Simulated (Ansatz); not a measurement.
# Ag-Zn mixtures: scan of ordered alloys across composition from a Python script

Aim: a scan of ordered alloys across composition, for Ag-Zn mixtures, run from a script.

Program: the Python package of Ansatz 0.2.0. Level of theory: DFT PBEsol+D4, plane waves, PAW. These are calculated values, not measurements.

## 1. The system

Ag Fm-3m: It takes space group Fm-3m (No. 225, cubic). Conventional cell: a = 4.090 Å, b = 4.090 Å, c = 4.090 Å, α = 90.00°, β = 90.00°, γ = 90.00°. Ag (site symmetry m-3m) is surrounded by 12 Ag at 2.89 Å.

ZnAg3 Pm-3m: The structure is cubic, space group Pm-3m (No. 221). Conventional cell: a = 4.053 Å, b = 4.053 Å, c = 4.053 Å, α = 90.00°, β = 90.00°, γ = 90.00°. Around Zn (site symmetry m-3m) lie 12 Ag at 2.87 Å. Ag (site symmetry 4/mmm) is surrounded by 4 Zn at 2.87 Å and 8 Ag at 2.87 Å.

ZnAg P4/mmm: It takes space group P4/mmm (No. 123, tetragonal). Conventional cell: a = 2.839 Å, b = 2.839 Å, c = 4.015 Å, α = 90.00°, β = 90.00°, γ = 90.00°. Zn (site symmetry 4/mmm) has 4 Zn at 2.84 Å and 8 Ag at 2.84 Å as nearest neighbours. Ag (site symmetry 4/mmm) has 8 Zn at 2.84 Å and 4 Ag at 2.84 Å as nearest neighbours.

Zn3Ag Pm-3m: Symmetry: Pm-3m, No. 221, cubic system. The conventional cell has a = 3.978 Å, b = 3.978 Å, c = 3.978 Å, α = 90.00°, β = 90.00°, γ = 90.00°. Zn (site symmetry 4/mmm) is surrounded by 8 Zn at 2.81 Å and 4 Ag at 2.81 Å. Ag (site symmetry m-3m) has 12 Zn at 2.81 Å as nearest neighbours.

Zn Fm-3m: It takes space group Fm-3m (No. 225, cubic). Conventional cell: a = 3.940 Å, b = 3.940 Å, c = 3.940 Å, α = 90.00°, β = 90.00°, γ = 90.00°. Zn (site symmetry m-3m) has 12 Zn at 2.79 Å as nearest neighbours.

The script holds or builds the structure itself.

## 2. The script

File ag_alloy.py:

```python
'''Mixing of Ag and Zn on the fcc lattice, after relaxing cells and atoms.'''

from collections import Counter
import logging
import sys
import warnings

import ansatz as az
import numpy as np

logging.basicConfig(stream=sys.stdout, format='%(levelname)s %(message)s')
log = logging.getLogger('ansatz_job')
log.setLevel(logging.INFO)

XC = 'pbesol'
VDW = 'd4'
CUTOFF = 500
K_SPACING = 0.3
OCCUPATIONS = 'gaussian'
SIGMA = 0.1


def fcc(first, a):
    return (
        az.Lattice.fcc(a)
        .space_group(225)
        .atom(first, (0, 0, 0))
        .primitive()
    )

A_FIRST, A_LAST = 4.09, 3.94


def compute(name, crystal):
    calc = crystal.calculation()
    calc = calc.functional(XC, dispersion=VDW)
    calc = calc.basis(CUTOFF).kpoints(spacing=K_SPACING)
    calc = calc.occupations(OCCUPATIONS, width=SIGMA).band_table()
    calc = calc.relax(force_tolerance=0.03, cell=True)
    return calc.run()


def volume_per_atom(outcome):
    return abs(np.linalg.det(outcome.lattice.cell_ang)) / len(outcome.lattice.sites)


def counts(outcome):
    return Counter(site.symbol for site in outcome.lattice.sites)

warnings.simplefilter('ignore')

# ordered cells: the first k mixed sites take the second element
phases = {}
for k in range(4 + 1):
    a = A_FIRST + (A_LAST - A_FIRST) * k / 4
    cell = fcc('Ag', a).conventional().resolved()
    sites = [site.position for site in cell.sites if site.symbol == 'Ag']
    for position in sites[:k]:
        cell = cell.substitution('Zn', at=position, replaces='Ag')
    phases[f'Ag{4 - k}Zn{k}'] = cell.resolved()

done = {name: compute(name, crystal) for name, crystal in phases.items()}

# x is the share of the second element on the mixed sites; both end members stand on this same lattice
x = {name: counts(o)['Zn'] / (counts(o)['Ag'] + counts(o)['Zn']) for name, o in done.items()}
first, last = min(x, key=x.get), max(x, key=x.get)
energy = {name: o.report['energy_sigma0_ev'] / len(o.lattice.sites) for name, o in done.items()}
volume = {name: volume_per_atom(o) for name, o in done.items()}
rows = []
for name in sorted(done, key=x.get):
    line = lambda table: (1 - x[name]) * table[first] + x[name] * table[last]
    rows.append((name, x[name], 1000 * (energy[name] - line(energy)), volume[name], 100 * (volume[name] / line(volume) - 1)))
log.info('| cell | x(Zn) | E_mix (meV/atom) | V (A^3/atom) | excess V (%) |')
log.info('| --- | --- | --- | --- | --- |')
for row in rows:
    log.info(f'| {row[0]} | {row[1]:.3f} | {row[2]:+.1f} | {row[3]:.3f} | {row[4]:+.2f} |')
```

## 3. The input behind the calls

The engine receives this input (first run):

```yaml
crystal:
  lattice:
    - [4.09, 0.0, 0.0]
    - [2.5044027042563373e-16, 4.09, 0.0]
    - [2.5044027042563373e-16, 2.5044027042563373e-16, 4.09]
  atoms:
    - { symbol: Ag, position: [0.0, 0.0, 0.0] }
    - { symbol: Ag, position: [0.0, 0.5, 0.5] }
    - { symbol: Ag, position: [0.5, 0.0, 0.5] }
    - { symbol: Ag, position: [0.5, 0.5, 0.0] }
basis:
  ecutwfc: 500.0
kpoints:
  mp_grid:
    kspacing: 0.3
hamiltonian:
  xc: pbesol
  dispersion: d4
scf:
  occupations:
    method: gaussian
    width: 0.1
relax:
  f_tol: 0.03
  cell: {}
output:
  eigenvalues: true
```

## 4. Launch

Launch:

```sh
python ag_alloy.py
```

**Question.** Do these ordered cells favour mixing or separation, and does the volume follow a straight line between the end members?

The runs gave:

| quantity | value |
| --- | --- |
| runs compared | 5 |
| energy of ZnAg3 (run 2) from the elements | -51 meV/atom |
| energy of ZnAg (run 3) from the elements | -82 meV/atom |
| energy of Zn3Ag (run 4) from the elements | -48 meV/atom |

Mixing energies: -51 meV an atom at x(Zn) = 0.25 (volume -0.4 % off the straight line), -82 meV an atom at x(Zn) = 0.50 (volume -0.8 % off the straight line) and -48 meV an atom at x(Zn) = 0.75 (volume -1.2 % off the straight line). All are negative, so these cells are favoured over the separated end members on this lattice. In run 3, the volume shrank by 8.1 % over 4 moves, and the space group stayed P4/mmm. In run 4, the volume shrank by 9.8 % over 3 moves, and the space group stayed Pm-3m. Reading the output:
- These are small ordered cells, with both end members on the same lattice, which need not be their own; they aren't random solutions. Differences under about 40 meV an atom lie within the error of mesh and functional.
- The cells are prototypes set up for this calculation and needn't exist.
